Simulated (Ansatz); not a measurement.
# AlF3H2Si: basis-set convergence

How large a basis does AlF3H2Si need? Two functionals are run in growing sets.

The runs use Ansatz 0.2.0, Gaussian basis; one geometry, several basis sets.

Plan: PBE0-D4/def2-SVP; ωB97M-V/def2-SVP; PBE0-D4/def2-QZVPP; ωB97M-V/def2-QZVPP; the functionals' def2-TZVPP values are taken from earlier runs.

## (1) Structure used throughout

The geometry comes from an earlier relaxation with PBE0-D4 in a triple-zeta def2 set; it is a stationary point, not always the lowest conformer.

SMILES `F[Si](F)(F)[AlH2]`, 7 atoms, charge 0, spin multiplicity 1.

Atoms are counted from 1 here; the program's logs count them from 0.

Bond lengths: F1–Si2 1.588 Å, Si2–F3 1.589 Å, Si2–F4 1.589 Å, Si2–Al5 2.466 Å, Al5–H6 1.581 Å, Al5–H7 1.582 Å. Angles: F1–Si2–F3 106.0°, F1–Si2–F4 106.0°, F1–Si2–Al5 114.0°, F3–Si2–F4 106.3°, F3–Si2–Al5 112.0°, F4–Si2–Al5 112.1°, Si2–Al5–H6 119.7°, Si2–Al5–H7 118.1°, H6–Al5–H7 122.2°.

## (2) PBE0-D4 in def2-SVP

Contents of in.yaml:

```yaml
crystal:
  periodic: [false, false, false]
  atoms:
    - {symbol: F, position_ang: [0.581583, -0.848635, 1.954292]}
    - {symbol: Si, position_ang: [0.480824, -0.822443, 0.370206]}
    - {symbol: F, position_ang: [-0.248779, -2.172429, -0.043452]}
    - {symbol: F, position_ang: [1.972902, -0.939812, -0.164322]}
    - {symbol: Al, position_ang: [-0.671255, 1.163893, -0.528128]}
    - {symbol: H, position_ang: [-1.237482, 2.257781, 0.463441]}
    - {symbol: H, position_ang: [-0.816592, 1.293647, -2.097735]}
basis:
  gaussian: {orbitals: def2-SVP}
hamiltonian: {xc: pbe0, dispersion: d4}
output: {orbitals: {seedname: orbitals}}
```

On the command line:

```bash
$ ansatz run in.yaml --threads 2 --pin off --events-out ev --progress --plain --max-ram 4352MiB
```

Further steps of the session: ωB97M-V in def2-SVP; PBE0-D4 in def2-QZVPP; ωB97M-V in def2-QZVPP.

Before running them: what should the planned runs give, taken together? Wanted: PBE0-D4: double and triple zeta above quadruple; ωB97M-V: double and triple zeta above quadruple.

**Answer**, as computed:

```
                                       quantity           value
PBE0-D4: double and triple zeta above quadruple  16.90, 0.95 eV
ωB97M-V: double and triple zeta above quadruple  17.01, 0.90 eV
```

In words: PBE0-D4 gains 15.94 eV from double to triple zeta, then 0.95 eV more. Total energies overstate the basis error of differences, where much of it tends to cancel.
